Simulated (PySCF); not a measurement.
**A diatomic session: CsB**

The task here is to estimate one member of a computed series from the others.

Computed with PySCF 2.14.0. Level: Cs def2-SVPD with ECP46, B def2-SVPD, scalar-relativistic core potentials.

Set-up of the first run:

Settings of the job:

```yaml
atoms: Cs, B
charge: 0
basis: Cs def2-SVPD with ECP46, B def2-SVPD
Hamiltonian: scalar-relativistic core potentials
basis_functions: 47
electrons_treated: 14
masses_in_u: 132.9054, 11.0093
levels: PBE0, PBE, r²SCAN, B3LYP, B97-3, M06-L, HF, MP2, SCS-MP2, CCSD, CCSD(T)
grid: 80 radial by 434 angular points
occupations: held fixed by the projection of orbital angular momentum
dissociation_limit: Cs + B, each in its ground configuration
starting_distance_in_angstrom: 3.020
values_of_2S_to_try: 0, 2
```

Launch:

```console
$ OMP_NUM_THREADS=1 python dia.py task.json out
```

Among the steps run: Input; First curve: PBE0; Higher solutions at PBE0; PBE; r²SCAN; B3LYP; B97-3; M06-L (meta-GGA); UHF (mean field); Correlated methods on the Hartree–Fock reference.

One table of the session follows, with a row left open; its other results are not shown here.

It belongs to the step «The curves together». Energy (eV) from each level's lowest point:

```
R (Å)    UHF  UHF-MP2  UHF-SCS-MP2  UHF-CCSD  UHF-CCSD(T)
2.739  0.474    0.379        0.387       n/a          n/a
2.866  0.237    0.178        0.183     0.185        0.185
2.994      ?        ?            ?         ?            ?
3.089  0.034    0.017        0.018     0.020        0.020
3.185  0.005    0.000        0.000     0.000        0.000
3.281  0.000    0.005        0.004     0.001        0.000
3.408  0.022    0.036        0.035     0.026        0.023
3.567  0.080    0.101        0.100     0.082        0.077
3.758  0.176    0.198        0.199     0.167        0.160
4.013  0.306    0.327        0.329       n/a          n/a
```

Q: Estimate the row for R (Å) = 2.994 from the others.

Worked estimate for «UHF». A straight line through the neighbours (2.866, 0.237) and (3.089, 0.034) gives 0.237 + (0.034 − 0.237) × (2.994 − 2.866) / (3.089 − 2.866) = 0.120; a parabola fitted to 4 rows on both sides gives 0.090.

**Answer.** UHF: 0.095; UHF-MP2: 0.062; UHF-SCS-MP2: 0.064; UHF-CCSD: 0.067; UHF-CCSD(T): 0.068. In «UHF» the line misses by +0.025 and the parabola by -0.005.
